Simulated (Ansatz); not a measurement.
# C₃H₂F₄O: one species, many methods

One table from this session's results is given with a row withheld; the runs are named, their logs left out.

Program: Ansatz 0.2.0, Gaussian basis. Level of theory: functionals in def2-TZVPP, the program's frozen cores in correlated methods. These are calculated values, not measurements.

Levels to be run: LDA (SPW92), PBE-D4, revPBE-D4, BLYP-D4, r2SCAN-D4, B97M-V, PBE0-D4, B3LYP-D4, r2SCANh-D4, r2SCAN0-D4, HSE06-D4, BHLYP-D4, CAM-B3LYP-D4, LC-ωPBE, ωB97X-V, ωB97M-V, B2PLYP, PBE-QIDH; CCSD(T)/def2-SVP; CCSD(T)/def2-TZVPP; MP2/def2-QZVPP; extrapolation to the limit; RPA on PBE.

### Structure used throughout

All runs share one geometry, relaxed beforehand with PBE0-D4 in a triple-zeta def2 set.

SMILES `FC(F)C1OC1(F)F`, 10 atoms, charge 0, spin multiplicity 1.

Atoms are counted from 1 here; the program's logs count them from 0.

Bond lengths: F1–C2 1.352 Å, C2–F3 1.353 Å, C2–C4 1.500 Å, C2–H9 1.093 Å, C4–O5 1.460 Å, C4–C6 1.446 Å, C4–H10 1.087 Å, O5–C6 1.352 Å, C6–F7 1.330 Å, C6–F8 1.325 Å. Angles: F1–C2–F3 107.8°, F1–C2–C4 109.4°, F1–C2–H9 108.7°, F3–C2–C4 108.4°, F3–C2–H9 109.4°, C4–C2–H9 113.0°, C2–C4–O5 115.1°, C2–C4–C6 121.3°, C2–C4–H10 115.6°, O5–C4–C6 55.4°, O5–C4–H10 114.7°, C6–C4–H10 119.7°, C4–O5–C6 61.7°, C4–C6–O5 62.8°, C4–C6–F7 122.4°, C4–C6–F8 122.1°, O5–C6–F7 116.7°, O5–C6–F8 117.0° and more.

The first run:

in.yaml reads:

```yaml
crystal:
  periodic: [false, false, false]
  atoms:
    - {symbol: F, position_ang: [-1.621314, -1.623906, 0.217291]}
    - {symbol: C, position_ang: [-0.348992, -1.169986, 0.262209]}
    - {symbol: F, position_ang: [0.195318, -1.576894, 1.432063]}
    - {symbol: C, position_ang: [-0.353787, 0.329840, 0.239425]}
    - {symbol: O, position_ang: [-0.501558, 0.929316, -1.083460]}
    - {symbol: C, position_ang: [0.680275, 1.074058, -0.443841]}
    - {symbol: F, position_ang: [1.735562, 0.482876, -0.996529]}
    - {symbol: F, position_ang: [1.021365, 2.301601, -0.079007]}
    - {symbol: H, position_ang: [0.209635, -1.608083, -0.568949]}
    - {symbol: H, position_ang: [-0.933402, 0.809979, 1.023698]}
basis:
  gaussian: {orbitals: def2-TZVPP}
hamiltonian: {xc: lda}
output: {orbitals: {seedname: orbitals}}
```

On the command line:

```bash
$ ansatz run in.yaml --threads 4 --pin off --events-out ev --progress --plain --max-ram 11315MiB
```

Steps of the session up to this table: LDA; PBE-D4 (GGA); revPBE-D4 (GGA); BLYP-D4 (GGA); r2SCAN-D4 (meta-GGA); B97M-V (meta-GGA); B3LYP-D4 (hybrid); r2SCANh-D4 (hybrid); r2SCAN0-D4 (hybrid); HSE06-D4 (hybrid); BHLYP-D4 (hybrid); CAM-B3LYP-D4 (range-separated); LC-ωPBE (range-separated); ωB97X-V (range-separated); ωB97M-V (range-separated); B2PLYP (double hybrid); PBE-QIDH (double hybrid).

One of the session's tables, all rows but one given; the rest of the session is left out.

It belongs to the step «Orbital energies across the functionals». 

| functional | HOMO (eV) | LUMO (eV) | gap (eV) |
| --- | --- | --- | --- |
| LDA (SPW92) | -8.18 | -0.93 | 7.25 |
| PBE-D4 | -7.96 | -0.58 | 7.38 |
| revPBE-D4 | -7.87 | -0.43 | 7.44 |
| BLYP-D4 | -7.91 | -0.50 | 7.41 |
| r2SCAN-D4 | -8.36 | -0.24 | 8.12 |
| B97M-V | -8.52 | -0.16 | 8.36 |
| PBE0-D4 | -9.75 | 0.59 | 10.34 |
| B3LYP-D4 | -9.52 | 0.25 | 9.77 |
| r2SCANh-D4 | -9.03 | 0.18 | 9.21 |
| r2SCAN0-D4 | -10.03 | 0.79 | 10.82 |
| HSE06-D4 | -9.34 | 0.20 | 9.54 |
| BHLYP-D4 | ? | ? | ? |
| CAM-B3LYP-D4 | -11.31 | 1.67 | 12.98 |
| LC-ωPBE | -12.59 | 3.03 | 15.63 |
| ωB97X-V | -12.26 | 2.92 | 15.18 |
| ωB97M-V | -12.18 | 2.71 | 14.89 |

Q: Estimate the row for BHLYP-D4 from the others.

Worked estimate for «HOMO (eV)». Against the share of exact exchange, BLYP-D4 (0, -7.91), B3LYP-D4 (0.2, -9.52) give a slope of -8.05 per unit share; at 0.5 the line stands at -11.93.

The run gave: HOMO (eV): -11.52; LUMO (eV): 1.72; gap (eV): 13.24. In «HOMO (eV)» the line misses by -0.41.
